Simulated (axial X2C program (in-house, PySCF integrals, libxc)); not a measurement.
# Linear SnCO at several levels

The task here is to estimate one member of a computed series from the others.

Computed with an in-house X2C program for linear molecules on PySCF integrals. Level: all-electron X2C, two-component (2c) or spin-free, Sn dyall-v3z, C dyall-v3z, O dyall-av3z.

All values are calculated.

2 further runs of the same task are left out: 2 set aside as unsound or not needed.

The first run:

The input, task.json:

```json
{"zs": [50, 6, 8], "q": 0, "bas": ["dyall-v3z", "dyall-v3z", "dyall-av3z"], "r0": [2.1, 1.15], "symm": 0, "scan": ["PBE0", "HF", "PBE"], "levels": ["PBE0", "HF", "BHandHLYP"], "nst": 2}
```

Keys: zs atomic numbers; q charge; bas basis sets; r0 starting distance in Å; symm equal bonds; scan levels of the two-bond scan; levels methods; nst determinants followed.

Command:

```console
$ python solin.py task.json out
```

Masses Sn 119.902, C 12.000, O 15.995 u.

Steps of the session up to this table: Scan at PBE0, 2c; Scan at PBE, 2c; Scan at PBE0, spin-free.

One of the session's tables, all rows but one given; the rest of the session is left out.

| level | lower stretch (cm⁻¹) | upper stretch (cm⁻¹) |
| --- | --- | --- |
| PBE0, 2c | 306.6 | 2028.6 |
| PBE, 2c | 319.2 | 1918.8 |
| PBE0, spin-free | 308.8 | 2029.5 |
| PBE, spin-free | ? | ? |

Estimate the missing values for PBE, spin-free.

**Answer.** lower stretch (cm⁻¹): 321.2; upper stretch (cm⁻¹): 1919.4. In the column «lower stretch (cm⁻¹)» it is the highest.

Scans not shown above were run alike.

The molecule was held linear; bending was not examined, so a bent shape may lie lower. Open-shell Ω = 0 determinants with evenly filled partner blocks cannot be reached by this program, so the Ω shown need not be the lowest component. Note: several unpaired electrons, one determinant need not be a pure state.
